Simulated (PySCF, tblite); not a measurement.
# C4H7Cl2FSi: geometry, infrared bands and NMR shifts

Wanted: the infrared bands and NMR shifts of C4H7Cl2FSi (`C/C(=C(/F)[SiH3])C(Cl)Cl`), by calculation.

Programs: tblite 0.8.0 and PySCF 2.14.0, with density-fitted response routines of our own. Each step states its level of theory. These are calculated values for one molecule in the gas phase, unless marked as measured. Atoms are numbered from 0 throughout.

## Step 1: The starting structure

15 atoms, charge 0, multiplicity 1; geometry from: force field or distance geometry start.

Bonds of the start (Å): C0–C1 1.52, C1–C2 1.36, C2–F3 1.37, C2–Si4 1.84, C1–C5 1.52, C5–Cl6 1.78, C5–Cl7 1.78, C0–H8 1.09, C0–H9 1.10, C0–H10 1.10, Si4–H11 1.48, Si4–H12 1.48, Si4–H13 1.49, C5–H14 1.10.

## Step 2: Geometry optimisation with GFN2-xTB

Job settings and geometry (Å):

```
{"job": {"kind": "relax", "xc": "GFN2-xTB", "basis": "xTB"}, "charge": 0, "multiplicity": 1}
C     -0.483000    -1.462700    -0.052200
C     -0.529000     0.056800    -0.004800
C      0.582900     0.838100     0.027500
F      0.368400     2.190800     0.067200
Si     2.353900     0.356200    -0.002600
C     -1.903800     0.693100     0.038600
Cl    -2.827900     0.306200    -1.431000
Cl    -2.795800     0.199500     1.497900
H      0.524900    -1.875600    -0.074800
H     -1.002900    -1.829100    -0.944000
H     -0.985300    -1.895400     0.823600
H      2.665600    -0.506600     1.160800
H      2.642400    -0.412900    -1.235300
H      3.234800     1.556200     0.023800
H     -1.849800     1.793400     0.083200
```

Command:

```console
$ OMP_NUM_THREADS=1 python probes_run.py task.json out
```

One launch serves the whole session: the jobs run in the order shown.

**Question.** This job is followed by: GFN2-xTB harmonic vibrations, gas phase; GIAO PBE0/pcSseg-1 NMR shielding, non-relativistic, gas phase. What will the session give for the following? strongest single infrared mode (GFN2-xTB); zero-point energy (GFN2-xTB); 13C shifts against TMS (PBE0/pcSseg-1); 1H shifts against TMS (PBE0/pcSseg-1, means over atoms taken as alike); 19F shifts against CFCl3 (PBE0/pcSseg-1); 29Si shifts against TMS (PBE0/pcSseg-1); 35Cl shifts against HCl (PBE0/pcSseg-1, means over atoms taken as alike).

As calculated:

| quantity | value |
| --- | --- |
| strongest single infrared mode (GFN2-xTB) | 781 cm⁻¹, 454 km/mol |
| zero-point energy (GFN2-xTB) | 58.8 kcal/mol |
| 13C shifts against TMS (PBE0/pcSseg-1) | 163.3, 139.2, 80.7, 13.4 ppm |
| 1H shifts against TMS (PBE0/pcSseg-1, means over atoms taken as alike) | 7.19, 4.34, 2.04 ppm |
| 19F shifts against CFCl3 (PBE0/pcSseg-1) | -94.2 ppm |
| 29Si shifts against TMS (PBE0/pcSseg-1) | -80.5 ppm |
| 35Cl shifts against HCl (PBE0/pcSseg-1, means over atoms taken as alike) | 283 ppm |

**Reading.** Relaxing lowered the energy by 0.143 eV in 34 steps; the close pair that moved most is C2–Si4, from 1.836 to 1.902 Å. No mode is imaginary among the 39: a minimum at this level. The strongest single mode, at 781 cm⁻¹, is carried by H11, H12, H13. GFN2-xTB is a fitted tight-binding method: band positions and strengths are rough. Its intensities can rank the bands wrongly. C5 stands next to heavy halogen, whose spin-orbit shielding this run leaves out, so the computed shift lies too far downfield, most of all for carbon beside Br or I. The most deshielded hydrogen is H14 (hydrogen on an allylic sp3 CH bonded to 2 Cl), at 7.19 ppm: its carbon carries Cl, an electronegative neighbour. At PBE0/pcSseg-1: Shielding is most anisotropic at Cl6, Cl7 (span 688 ppm, paramagnetic term -478 ppm).
